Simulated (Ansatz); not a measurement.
# Si3H7Cl + SiH4O + NH3: a complex and its separated parts

Aim: how far the complex at one end of a reaction step lies below its separated, relaxed parts, level by level.

Method: PBE0-D4/def2-TZVP structures, single points in def2-TZVPP, no counterpoise correction; program: Ansatz 0.2.0, Gaussian basis.

Levels: SPW92, PBE-D4, BLYP-D4, r2SCAN-D4, B97M-V, PBE0-D4, B3LYP-D4, r2SCAN0-D4, BHLYP-D4, CAM-B3LYP-D4, wB97X-V, wB97M-V, B2PLYP, PBE-QIDH, RPA on PBE, Hartree-Fock, MP2, CCSD, CCSD(T).

Cores are frozen in the correlated methods. B3LYP uses VWN-RPA correlation. B2PLYP carries no dispersion term here.

113 further runs of the same task are left out: 113 set aside as unsound or not needed.

## 1. The system as given

The complex: 21 atoms, charge 0, spin multiplicity 1.

Atoms are counted from 1 here; the program's logs count them from 0.

Bond lengths: Si1–Si3 2.333 Å, Si1–Si4 2.335 Å, Si1–Cl5 2.182 Å, Si1–H8 1.488 Å, Si2–O9 1.659 Å, Si2–H10 1.485 Å, Si2–H11 1.480 Å, Si2–H12 1.486 Å, Si3–H13 1.486 Å, Si3–H14 1.487 Å, Si3–H15 1.495 Å, Si4–H16 1.494 Å, Si4–H17 1.486 Å, Si4–H18 1.488 Å, H6–N7 1.019 Å, N7–H19 1.013 Å, N7–H20 1.014 Å, O9–H21 0.961 Å. Angles: Si3–Si1–Si4 120.6°, Si3–Si1–Cl5 94.6°, Si3–Si1–H8 118.8°, Si4–Si1–Cl5 93.9°, Si4–Si1–H8 118.4°, Cl5–Si1–H8 96.3°, O9–Si2–H10 111.3°, O9–Si2–H11 105.0°, O9–Si2–H12 110.8°, H10–Si2–H11 110.5°, H10–Si2–H12 109.0°, H11–Si2–H12 110.3°, Si1–Si3–H13 109.0°, Si1–Si3–H14 109.9°, Si1–Si3–H15 112.8°, H13–Si3–H14 109.1°, H13–Si3–H15 108.0°, H14–Si3–H15 107.9° and more.

Geometry (Å):

```xyz
21
charge 0, multiplicity 1
Si   -0.2823    0.1679   -1.4353
Si   -0.1998    1.3969    3.4164
Si    0.6479   -0.9251   -3.2741
Si   -1.5906   -1.0024    0.1041
Cl   -2.0013    0.9352   -2.5377
H     1.4275   -0.0305    0.7045
N     1.5500   -0.4785   -0.2027
H     0.2623    1.4940   -1.0374
O     0.4031    1.3123    1.8735
H    -1.6204    0.9679    3.4641
H     0.6458    0.4755    4.2087
H    -0.0939    2.7797    3.9500
H    -0.3266   -1.9222   -3.7887
H     0.9497    0.0589   -4.3471
H     1.9143   -1.6463   -2.9412
H    -0.7896   -1.7739    1.1024
H    -2.4592   -1.9598   -0.6290
H    -2.4534   -0.0490    0.8526
H     1.6352   -1.4784   -0.0624
H     2.4172   -0.1476   -0.6103
H    -0.0361    1.8254    1.1897
```

Its parts: Si3H7Cl holds atoms 1, 3, 4, 5, 8, 13, 14, 15, 16, 17, 18; SiH4O holds atoms 2, 9, 10, 11, 12, 21; NH3 holds atoms 6, 7, 19, 20. Each part counts its atoms afresh in its own runs.

## 2. Relaxing Si3H7Cl alone

relax-a/in.yaml reads:

```yaml
crystal:
  periodic: [false, false, false]
  atoms:
    - {symbol: Si, position_ang: [-0.282330, 0.167854, -1.435287]}
    - {symbol: Si, position_ang: [0.647863, -0.925066, -3.274094]}
    - {symbol: Si, position_ang: [-1.590563, -1.002438, 0.104068]}
    - {symbol: Cl, position_ang: [-2.001341, 0.935238, -2.537730]}
    - {symbol: H, position_ang: [0.262314, 1.494037, -1.037420]}
    - {symbol: H, position_ang: [-0.326559, -1.922234, -3.788672]}
    - {symbol: H, position_ang: [0.949714, 0.058893, -4.347142]}
    - {symbol: H, position_ang: [1.914288, -1.646312, -2.941172]}
    - {symbol: H, position_ang: [-0.789610, -1.773916, 1.102398]}
    - {symbol: H, position_ang: [-2.459212, -1.959837, -0.629043]}
    - {symbol: H, position_ang: [-2.453352, -0.048983, 0.852626]}
basis:
  gaussian: {orbitals: def2-TZVP}
hamiltonian: {xc: pbe0, dispersion: d4}
relax: {f_tol: 0.005, max_steps: 200}
```

Run with:

```sh
$ ansatz run in.yaml --threads 4 --pin off --events-out ev --progress --plain --max-ram 66560MiB --backend cuda --devices 0, --max-vram 37GiB
```

The runs that follow: Relaxing SiH4O alone; Relaxing NH3 alone; SPW92/def2-TZVPP; PBE-D4/def2-TZVPP; BLYP-D4/def2-TZVPP; r2SCAN-D4/def2-TZVPP; B97M-V/def2-TZVPP; PBE0-D4/def2-TZVPP; B3LYP-D4/def2-TZVPP; r2SCAN0-D4/def2-TZVPP; BHLYP-D4/def2-TZVPP; CAM-B3LYP-D4/def2-TZVPP; wB97X-V/def2-TZVPP; wB97M-V/def2-TZVPP; B2PLYP/def2-TZVPP; PBE-QIDH/def2-TZVPP; RPA on PBE/def2-TZVPP; CCSD(T)/def2-TZVPP; Vibrations of Si3H7Cl; Vibrations of SiH4O; Vibrations of NH3.

Before running it: what results should come out? Wanted: complex less parts, CCSD(T)/def2-TZVPP; largest T1 diagnostic.

The runs gave:

| quantity | value |
| --- | --- |
| complex less parts, CCSD(T)/def2-TZVPP | -47.5 kJ/mol |
| largest T1 diagnostic | 0.012 |

**Reading.** At CCSD(T) the complex lies 47.5 kJ/mol below its parts. The functionals run from PBE-QIDH, off by +0.2 kJ/mol, to SPW92, off by -48.2 kJ/mol, against CCSD(T). By rung, the mean size of the error is: LDA 48.2, GGA 11.2, meta-GGA 5.6, hybrid 7.3, range-separated hybrid 6.5, double hybrid 8.1 kJ/mol. PBE-D4 gives a relative energy 15.8 kJ/mol too low, outside chemical accuracy (1 kcal/mol, 4.2 kJ/mol). No counterpoise was applied, and triple zeta lacks some correlation, so the CCSD(T) reference has a basis error of its own, and close matches with it are partly luck.
